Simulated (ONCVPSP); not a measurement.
**Pseudopotential generation for strontium: ONCV, PBE**

Task: generate the file, and judge it by its errors in other configurations, its logarithmic derivatives, its ghosts and its cutoff.

The numbers are computed with ONCVPSP 4.0.1 (PBE, fully relativistic, spin-unpolarised reference atom).

### 1 The atom and the settings

The settings as typed:

- element: strontium (Sr, Z = 38)
- type: optimised norm-conserving Vanderbilt (ONCV)
- frozen core: [Ar] 3d10
- valence charge: 10
- reference configuration: 4s2 4p6 5s1.5 5p0.5
- partial waves: 4s+5s: rc 2.05 bohr, ncon 3, nbas 6, qcut 5.8 1/bohr, 2 projectors; 4p+5p: rc 3.05 bohr, ncon 4, nbas 7, qcut 3.7 1/bohr, 2 projectors; d scattering state at 0.27 Ha: rc 2.50 bohr, ncon 3, nbas 6, qcut 3.6 1/bohr, 2 projectors, debl 2 Ha
- local potential: polynomial inside 1.55 bohr (lpopt 4, dvloc0 2 Ha)
- core correction: Teter function, fcfact 4.5, rcfact 1.45

### 2 The generation run

Sr.dat reads:

```
# ATOM AND REFERENCE CONFIGURATION
# atsym  z   nc   nv     iexc    psfile
  Sr 38.00    6    4        4      upf
#
#   n    l    f
    1    0    2.00
    2    0    2.00
    2    1    6.00
    3    0    2.00
    3    1    6.00
    3    2   10.00
    4    0    2.00
    4    1    6.00
    5    0    1.50
    5    1    0.50
#
# PSEUDOPOTENTIAL AND OPTIMIZATION
# lmax
    2
#
#   l,   rc,      ep,       ncon, nbas, qcut
    0    2.05    0.00    3    6    5.80
    1    3.05    0.00    4    7    3.70
    2    2.50    0.27    3    6    3.60
#
# LOCAL POTENTIAL
# lloc, lpopt,  rc(5),   dvloc0
    4    4    1.55    2.00
#
# VANDERBILT-KLEINMAN-BYLANDER PROJECTORs
# l, nproj, debl
    0    2    3.80
    1    2    2.10
    2    2    2.00
#
# MODEL CORE CHARGE
# icmod, fcfact, rcfact
    3    4.50    1.45
#
# LOG DERIVATIVE ANALYSIS
# epsh1, epsh2, depsh
   -3.00    5.00    0.02
#
# OUTPUT GRID
# rlmax, drl
    6.00    0.01
#
# TEST CONFIGURATIONS
# ncnf
    4
# nvcnf
#   n    l    f
    4
    4    0    2.00
    4    1    6.00
    5    0    2.00
    5    1    0.00
#
    4
    4    0    2.00
    4    1    6.00
    5    0    1.00
    5    1    0.00
#
    4
    4    0    2.00
    4    1    6.00
    5    0    0.00
    5    1    0.00
#
    5
    4    0    2.00
    4    1    6.00
    5    0    1.00
    5    1    0.00
    4    2    1.00
#
```

The run is started by

```sh
oncvpspr.x < Sr.dat > Sr.out
```

Q: Predict the outcome of this session. Wanted: cutoffs for 1 and 0.1 mHa per electron, occupied waves; bound ghosts; GHOST(+) flags; largest test error; largest phase difference near zero energy, channels read; rms error of d²Exc/dn², without and with the model core; projector energies reset by the program.

The runs gave:

| quantity | value |
| --- | --- |
| cutoffs for 1 and 0.1 mHa per electron, occupied waves | 11 Ha and 14 Ha |
| bound ghosts | none found |
| GHOST(+) flags | s at 276 eV, p3/2 at 1 eV |
| largest test error (AE − PS) | -11 meV, for 4s2 4p6 5s0 5p0 |
| largest phase difference near zero energy, channels read | 0.219 rad |
| rms error of d²Exc/dn², without and with the model core | 5.36 and 2.30 mHa |
| projector energies reset by the program | d: 0.050, 2.050 Ha |

**Reading.** The worst unpolarised test, 4s2 4p6 5s0 5p0, is off by 11 meV on 15.8 eV; by total energies transferability rates as good. By its cutoff, 11 Ha for the looser tolerance, it is soft on the atom at that tolerance. At the looser tolerance the 4s wave is the slowest; 5s needs 10 Ha. The program's ghost test flags no bound state. Near zero energy the largest phase difference among the channels read is 0.22 rad, in the p3/2 channel. The program also flags highly localised states, GHOST(+) (s, p3/2). All of this concerns the isolated atom, not yet a solid.
